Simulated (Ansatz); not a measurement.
# BH₄NSiTe: basis-set convergence

The task here is to estimate one member of a computed series from the others.

The runs use Ansatz 0.2.0, Gaussian basis; one geometry, several basis sets.

Plan: PBE0-D4/def2-SVP; ωB97M-V/def2-SVP; PBE0-D4/def2-QZVPP; ωB97M-V/def2-QZVPP; the functionals' def2-TZVPP values are taken from earlier runs.

1 further run of the same task is left out (for a known fault of the program).

## Structure used throughout

The geometry comes from an earlier relaxation with PBE0-D4 in a triple-zeta def2 set; it is a stationary point, not always the lowest conformer. Te takes the def2 core potential; no spin-orbit term is included.

SMILES `[TeH]B1N[SiH2]1`, 8 atoms, charge 0, spin multiplicity 1.

Atoms are counted from 1 here; the program's logs count them from 0.

Bond lengths: Te1–B2 2.130 Å, Te1–H5 1.655 Å, B2–N3 1.384 Å, B2–Si4 1.925 Å, N3–Si4 1.751 Å, N3–H6 1.008 Å, Si4–H7 1.484 Å, Si4–H8 1.484 Å. Angles: B2–Te1–H5 93.1°, Te1–B2–N3 136.6°, Te1–B2–Si4 162.0°, N3–B2–Si4 61.4°, B2–N3–Si4 74.7°, B2–N3–H6 138.2°, Si4–N3–H6 147.0°, B2–Si4–N3 43.9°, B2–Si4–H7 124.8°, B2–Si4–H8 124.8°, N3–Si4–H7 115.5°, N3–Si4–H8 115.5°, H7–Si4–H8 110.3°.

Coordinates:

```mol
BH4NSiTe
  3D, bonds by distance, orders not assigned

  8  8  0  0  0  0  0  0  0  0999 V2000
   -0.4830    2.6073   -0.6472 Te  0  0
    0.0024    0.6030   -0.1143 B   0  0
    1.0899   -0.0586    0.4290 N   0  0
   -0.1177   -1.2981    0.1612 Si  0  0
   -1.9961    2.1962   -1.1768 H   0  0
    2.0163    0.1624    0.7584 H   0  0
   -0.6528   -1.9446    1.3853 H   0  0
    0.2333   -2.3247   -0.8514 H   0  0
  1  2  8  0
  2  3  8  0
  3  4  8  0
  1  5  8  0
  3  6  8  0
  4  7  8  0
  4  8  8  0
  2  4  8  0
M  END
```

The first run:

File in.yaml:

```yaml
crystal:
  periodic: [false, false, false]
  atoms:
    - {symbol: Te, position_ang: [-0.483012, 2.607297, -0.647212]}
    - {symbol: B, position_ang: [0.002410, 0.602960, -0.114302]}
    - {symbol: N, position_ang: [1.089918, -0.058565, 0.428962]}
    - {symbol: Si, position_ang: [-0.117696, -1.298147, 0.161234]}
    - {symbol: H, position_ang: [-1.996090, 2.196234, -1.176784]}
    - {symbol: H, position_ang: [2.016266, 0.162431, 0.758407]}
    - {symbol: H, position_ang: [-0.652814, -1.944562, 1.385336]}
    - {symbol: H, position_ang: [0.233319, -2.324749, -0.851441]}
basis:
  gaussian: {orbitals: def2-SVP}
hamiltonian: {xc: pbe0, dispersion: d4}
output: {orbitals: {seedname: orbitals}}
```

Launch:

```bash
$ ansatz run in.yaml --threads 2 --pin off --events-out ev --progress --plain --max-ram 4352MiB
```

Among the steps run: PBE0-D4 in def2-SVP; ωB97M-V in def2-SVP; PBE0-D4 in def2-QZVPP; ωB97M-V in def2-QZVPP.

One table of the session follows, with a row left open; its other results are not shown here.

It belongs to the step «Functionals by basis». 

```
functional       basis  HOMO (eV)
   PBE0-D4    def2-SVP      -6.45
   PBE0-D4  def2-TZVPP      -6.55
   PBE0-D4  def2-QZVPP      -6.56
   ωB97M-V    def2-SVP      -8.45
   ωB97M-V  def2-TZVPP      -8.58
   ωB97M-V  def2-QZVPP          ?
```

**Question.** Estimate the row for ωB97M-V, def2-QZVPP.

As computed: HOMO (eV): -8.60. In the column «HOMO (eV)» it is the lowest.
